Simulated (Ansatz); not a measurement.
## CH4O2SSi, SMILES O[SiH]1OCS1: a rigid torsion scan, step by step

Program: Ansatz 0.2.0, Python API.

Notebook, run cell by cell (the value of a cell's last expression is shown):

```python
import ansatz
from ase import Atoms

BASIS = 'cc-pVDZ'
FUNCTIONAL = 'PBE0'
FMAX = 0.02
```

```python
atoms = Atoms(['O', 'Si', 'O', 'C', 'S', 'H', 'H', 'H', 'H'], positions=[
    [-0.9089, 0.656, 1.4653],
    [0.4538, 0.6599, 0.6188],
    [0.8887, -0.8717, 0.2129],
    [0.0949, -1.0307, -0.917],
    [0.0517, 0.723, -1.4252],
    [-1.588, 1.3948, 1.1652],
    [1.5595, 1.55, 1.1116],
    [-0.9224, -1.4273, -0.6318],
    [0.4592, -1.7003, -1.6168],
])
```

```python
# start the scan from a relaxed geometry
first = (
    ansatz.Crystal.molecule_from_ase(atoms).calculation()
    .basis(gaussian=BASIS)
    .functional(FUNCTIONAL)
    .relax(force_tolerance=FMAX, max_steps=80)
)
atoms.positions = first.run().report['positions_ang']
```

```python
start = atoms.get_dihedral(2, 1, 0, 5)
energies = {}
for turn in range(0, 360, 30):
    turned = atoms.copy()
    turned.set_dihedral(2, 1, 0, 5, start + turn, indices=[0, 5])
    model = ansatz.Crystal.molecule_from_ase(turned).calculation().basis(gaussian=BASIS).functional(FUNCTIONAL)
    energies[round((start + turn) % 360)] = model.run().report['free_energy_ev']
floor = min(energies.values())
print('dihedral O2-Si1-O0-H5 (deg)   E - E(min) (kcal/mol)')
for angle, e in sorted(energies.items()):
    print(f'{angle:8d} {23.060548 * (e - floor):14.3f}  ' + '#' * int(30 * (e - floor) / max(max(energies.values()) - floor, 1e-9)))
```

    dihedral O2-Si1-O0-H5 (deg)   E - E(min) (kcal/mol)
           3          3.284  ##################
          33          4.875  ###########################
          63          4.692  ##########################
          93          3.583  ####################
         123          3.073  #################
         153          3.783  #####################
         183          5.013  ############################
         213          5.249  ##############################
         243          3.581  ####################
         273          1.113  ######
         303          0.000
         333          1.041  #####

The scan is rigid and the energies are electronic, in a modest basis. With rigid groups the curve can differ much from the relaxed path, the start wasn't checked as a minimum of this torsion, and equivalent turns needn't return to the same energy. The whole script took 2.1 min on 1 thread of Arm Neoverse V2, with other jobs on the host, peak memory 0.29 GiB.
